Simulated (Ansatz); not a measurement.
# FH4N2Si: the cost of one run

Program: Ansatz 0.2.0 through its Python package. Level of theory: PBE+D3(BJ)/cc-pVDZ. These are calculated values, not measurements.

### 1 The structure

Bond lengths: N1–Si2 1.623 Å, Si2–N3 1.682 Å, Si2–F4 1.557 Å, N1–H5 1.048 Å, N1–H6 1.019 Å, N3–H7 1.065 Å, N3–H8 0.951 Å. Angles: N1–Si2–N3 92.0°, N1–Si2–F4 107.6°, N3–Si2–F4 103.5°, Si2–N1–H5 109.5°, Si2–N1–H6 110.3°, H5–N1–H6 104.8°, Si2–N3–H7 107.3°, Si2–N3–H8 108.3°, H7–N3–H8 104.6°.

The script holds or builds the structure itself.

### 2 The script

fh4n2si_freq.py

```python
'''Vibrations and zero-point energy of FH4N2Si.'''

import logging
import sys

import ansatz as az
from ase import Atoms
import numpy as np

logging.basicConfig(stream=sys.stdout, format='%(levelname)s:%(name)s:%(message)s')
logger = logging.getLogger('ansatz_job')
logger.setLevel(logging.INFO)

BASIS = 'cc-pVDZ'
XC = 'pbe'
VDW = 'd3bj'

atoms = Atoms(['N', 'Si', 'N', 'F', 'H', 'H', 'H', 'H'], positions=[
    (-0.4616, 1.2155, -0.4739),
    (0.6842, 0.0903, -0.7115),
    (0.5664, -0.4496, 0.8771),
    (0.0457, -1.0655, -1.5367),
    (-1.399, 0.819, -0.7253),
    (-0.5329, 1.4431, 0.5166),
    (1.3901, -1.1018, 1.0517),
    (-0.2007, -1.008, 0.9463),
])
fh4n2si = az.Crystal.molecule_from_ase(atoms)

calc = (
    fh4n2si.calculation()
    .basis(gaussian=BASIS)
    .functional(XC, dispersion=VDW)
    .spin('collinear', total=1)
)
symbols = [site.symbol for site in fh4n2si.cartesian_sites]
start = np.array([site.position_ang for site in fh4n2si.cartesian_sites], dtype=float)
summary = calc.relax(force_tolerance=0.003).run(threads=1).report
end = np.array(summary['positions_ang'])

logger.info('final positions (A) and the move of each atom')
for symbol, xyz, old in zip(symbols, end, start):
    logger.info(f'{symbol:2s} {xyz[0]:10.5f} {xyz[1]:10.5f} {xyz[2]:10.5f}   {np.linalg.norm(xyz - old):7.4f}')

# same settings at the minimum
minimum = az.Crystal.molecule()
for symbol, place in zip(symbols, end):
    minimum = minimum.atom(symbol, place.tolist())
vibrating = minimum.calculation()
vibrating = vibrating.basis(gaussian=BASIS).functional(XC, dispersion=VDW)
vibrating = vibrating.spin('collinear', total=1)
vibrating = vibrating.phonons(temperatures=(100, 500, 100))
vib = vibrating.run(threads=1).report['vibrations']
sums = vib['harmonic_sums']
modes = [m['omega_inv_cm'] for m in sums['modes_at_gamma'] if m['rigid_motion'] == 'no']
print('frequencies (1/cm):', ' '.join(f'{w:.0f}' for w in modes))
print('imaginary modes:', sum(w < 0 for w in modes), ' zero-point energy:', round(sums['zero_point_energy_ev'], 4), 'eV')
logger.info('T (K)   F_vib (eV)   S_vib (meV/K)   C_vib (meV/K)')
for row in zip(sums['temperatures_k'], sums['vibrational_free_energy_ev'], vib['entropy_ev_per_k'], vib['heat_capacity_ev_per_k']):
    logger.info(f'{row[0]:6.1f} {row[1]:11.4f} {1000 * row[2]:13.4f} {1000 * row[3]:15.4f}')

# all hydrogen replaced by deuterium
heavier = vibrating.phonons(masses={'H': 2.014102}).run(threads=1).report['vibrations']['harmonic_sums']
print('deuterated (1/cm):', ' '.join(f'{m["omega_inv_cm"]:.0f}' for m in heavier['modes_at_gamma'] if m['rigid_motion'] == 'no'))
print('zero-point energy falls by', round(sums['zero_point_energy_ev'] - heavier['zero_point_energy_ev'], 4), 'eV')
```

### 3 Running it

Started as:

```
> python fh4n2si_freq.py
```

What time and memory should one allow on 1 thread of Arm Neoverse V1, shared host?

About 4.2 min, with a peak of 0.23 GiB.
